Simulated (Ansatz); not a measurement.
# F5HOW: a ladder of functionals and wavefunction methods

An exercise on one series of results from a longer session: the logs are not shown, and one member is left open.

Program: Ansatz 0.2.0, Gaussian basis. Level of theory: functionals in def2-TZVPP, the program's frozen cores in correlated methods. These are calculated values, not measurements.

The runs, in order: LDA (SPW92), PBE-D4, revPBE-D4, BLYP-D4, r2SCAN-D4, B97M-V, PBE0-D4, B3LYP-D4, r2SCANh-D4, r2SCAN0-D4, HSE06-D4, BHLYP-D4, CAM-B3LYP-D4, LC-ωPBE, ωB97X-V, ωB97M-V, B2PLYP, PBE-QIDH; CCSD(T)/def2-SVP; CCSD(T)/def2-TZVPP; MP2/def2-QZVPP; extrapolation to the limit; RPA on PBE.

**The relaxed structure**

All runs share one geometry, relaxed beforehand with PBE0-D4 in a triple-zeta def2 set. W takes the def2 core potential; no spin-orbit term is included.

SMILES `[OH][W]([F])([F])([F])([F])[F]`, 8 atoms, charge 0, spin multiplicity 1.

Atoms are counted from 1 here; the program's logs count them from 0.

Bond lengths: O1–W2 1.819 Å, O1–H8 0.956 Å, W2–F3 1.846 Å, W2–F4 1.846 Å, W2–F5 1.842 Å, W2–F6 1.846 Å, W2–F7 1.846 Å. Angles: W2–O1–H8 179.8°, O1–W2–F3 92.2°, O1–W2–F4 92.1°, O1–W2–F5 180.0°, O1–W2–F6 92.1°, O1–W2–F7 92.1°, F3–W2–F4 175.7°, F3–W2–F5 87.9°, F3–W2–F6 89.9°, F3–W2–F7 89.9°, F4–W2–F5 87.8°, F4–W2–F6 89.9°, F4–W2–F7 89.9°, F5–W2–F6 87.9°, F5–W2–F7 87.9°, F6–W2–F7 175.7°.

The first run:

File in.yaml:

```yaml
crystal:
  periodic: [false, false, false]
  atoms:
    - {symbol: O, position_ang: [-0.656192, -1.281610, 0.451990]}
    - {symbol: W, position_ang: [0.134840, 0.262797, -0.092168]}
    - {symbol: F, position_ang: [1.418210, 0.152853, 1.229575]}
    - {symbol: F, position_ang: [-1.088745, 0.489835, -1.455145]}
    - {symbol: F, position_ang: [0.935613, 1.827146, -0.644265]}
    - {symbol: F, position_ang: [-0.924722, 1.280211, 1.025178]}
    - {symbol: F, position_ang: [1.254377, -0.637990, -1.250423]}
    - {symbol: H, position_ang: [-1.073392, -2.093253, 0.735258]}
basis:
  gaussian: {orbitals: def2-TZVPP}
hamiltonian: {xc: lda}
output: {orbitals: {seedname: orbitals}}
```

Launch:

```console
ansatz run in.yaml --threads 4 --pin off --events-out ev --progress --plain --max-ram 11315MiB
```

Among the steps run: LDA; PBE-D4 (GGA); revPBE-D4 (GGA); BLYP-D4 (GGA); r2SCAN-D4 (meta-GGA); B97M-V (meta-GGA); B3LYP-D4 (hybrid); r2SCANh-D4 (hybrid); r2SCAN0-D4 (hybrid); HSE06-D4 (hybrid); BHLYP-D4 (hybrid); CAM-B3LYP-D4 (range-separated); LC-ωPBE (range-separated); ωB97X-V (range-separated); ωB97M-V (range-separated); B2PLYP (double hybrid); PBE-QIDH (double hybrid).

One table of the session follows, with a row left open; its other results are not shown here.

It belongs to the step «Orbital energies across the functionals». 

| functional | HOMO (eV) | LUMO (eV) | gap (eV) |
| --- | --- | --- | --- |
| LDA (SPW92) | -9.76 | -4.63 | 5.12 |
| PBE-D4 | -9.49 | -4.37 | 5.12 |
| revPBE-D4 | -9.39 | -4.26 | 5.13 |
| BLYP-D4 | -9.42 | -4.32 | 5.10 |
| r2SCAN-D4 | -9.99 | -4.43 | 5.56 |
| B97M-V | -10.09 | -4.42 | 5.67 |
| PBE0-D4 | -11.44 | -3.79 | 7.65 |
| B3LYP-D4 | -11.15 | -4.04 | 7.11 |
| r2SCANh-D4 | -10.71 | -4.19 | 6.52 |
| r2SCAN0-D4 | -11.79 | -3.82 | 7.98 |
| HSE06-D4 | -11.03 | -4.17 | 6.86 |
| BHLYP-D4 | -13.32 | -3.06 | 10.26 |
| CAM-B3LYP-D4 | -12.98 | -2.71 | 10.26 |
| LC-ωPBE | ? | ? | ? |
| ωB97X-V | -13.94 | -1.52 | 12.42 |
| ωB97M-V | -13.89 | -1.55 | 12.34 |

**Question.** Estimate the row for LC-ωPBE.

As computed: HOMO (eV): -14.27; LUMO (eV): -1.41; gap (eV): 12.86. In the column «HOMO (eV)» it is the lowest.
